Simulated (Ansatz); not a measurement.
What does this script print? It uses Ansatz's Python interface.

`scf_k.py`:
```python
"""Single point of K."""

from pathlib import Path

import ansatz as az
import numpy as np

xtal = (
    az.Lattice.of([10.079606, 0.0, 0.0], [0.0, 10.079606, 0.0], [0.0, 0.0, 4.324598])
    .atom("K", [0.0, 0.0, 0.0])
)

# settings of the run
job = (
    xtal.calculation()
    .functional(az.Functional.R2SCAN, dispersion="D4")
    .basis(630)
    .kpoints(2, 2, 3, center="gamma")
    .occupations(az.OccupationsMethod.GAUSSIAN, width=0.3)
    .scf(tolerance=1e-07)
    .compute(density=True, potential=True, electron_localization_function=True, output_files={"volumetric_format": "npy"})
)
done = job.run()
summary = done.report

print("%-22s %14.5f eV" % ("F = E - TS", summary["free_energy_ev"]))
print("%-22s %14.5f eV" % ("E", summary["internal_energy_ev"]))
print("%-22s %14.5f eV" % ("Harris-Foulkes", summary["harris_foulkes_ev"]))
print("%-22s %14.5f eV" % ("Fermi level", summary["fermi_energy_ev"]))

folder = Path(done.write_results("fields"))
for name in sorted(p.name for p in folder.glob("*.npy")):
    field = np.load(folder / name)
    print(f"{name:16s} {str(field.shape):16s} min {field.min():10.4f}  mean {field.mean():10.4f}  max {field.max():10.4f}")

print("doubts on the final state:", summary["published_state_doubts"] or "none")
print("warnings:", sorted({n["data"]["kind"] for n in done.notices if n["data"].get("severity") in ("warning", "doubt")}) or "none")

used = summary["setup"]
print("cutoffs (eV):", used["ecut_ev"], used["ecutrho_ev"], " FFT grid:", used["fft_dense"])
print("cell volume {:.3f} A^3, {} symmetry operations".format(used["cell_volume_ang3"], used["n_sym_ops"]))
```

```console
$ python scf_k.py
RunWarning: The output density's exchange-correlation potential varies sharply where the density is thin. Do not read a vacuum level from v_tot or v_xc, or from such a field of the output density. On a cell that repeats whose density bears no net charge and no dipole along the vacuum's axis use v_es (v_loc + v_h of the components); under efield.dipole_correction with no amplitude use v_es + v_field, which holds any external_charges[].barrier, or the levels of the report's work_function block, [...]
F = E - TS                -1541.85939 eV
E                         -1541.77038 eV
Harris-Foulkes            -1541.85939 eV
Fermi level                  -1.32205 eV
elf.npy          (90, 90, 36)     min     0.0000  mean     0.2046  max     0.9198
rho.npy          (90, 90, 36)     min     0.0000  mean     0.0205  max     4.1716
v_es.npy         (90, 90, 36)     min   -56.0239  mean     0.1939  max     0.8524
v_es_of_output_density.npy (90, 90, 36)     min   -56.0233  mean     0.1939  max     0.8523
v_tot.npy        (90, 90, 36)     min   -85.5685  mean    -1.8565  max     3.0460
v_tot_of_output_density.npy (90, 90, 36)     min   -85.5691  mean    -1.8565  max     1.9227
doubts on the final state: none
warnings: ['xc_potential_rough_in_thin_density']
cutoffs (eV): 630.0 2520.0  FFT grid: [90, 90, 36]
cell volume 439.372 A^3, 16 symmetry operations
```
(Warnings from the package without file and line, shortened.)

The settings weren't tested for convergence. The cell holds an odd number of electrons and is run without spin, so a magnetic state may lie lower. The cell holds layers, chains or clusters in vacuum, no bulk phase. Dispersion corrections can be off by several per cent in the lattices of metals, and by several GPa in the pressure at a fixed cell. For a metal this k-point mesh is coarse: on a finer one energies can move by several to tens of meV an atom and pressures by half a GPa or more, differences at one mesh by less. An absolute Fermi energy rests on an arbitrary zero of the periodic potential and has no direct meaning. The free energy holds a sizeable smearing term, which stands for no physical temperature. Points of the mesh across the vacuum add cost only. Grid values close to the nuclei reflect the PAW or pseudopotential construction, not the all-electron fields. This isn't the structure that K takes at ambient conditions. Cost: roughly 19 core-seconds.

(Lines on the test bed's own set-up are left out of the output.)
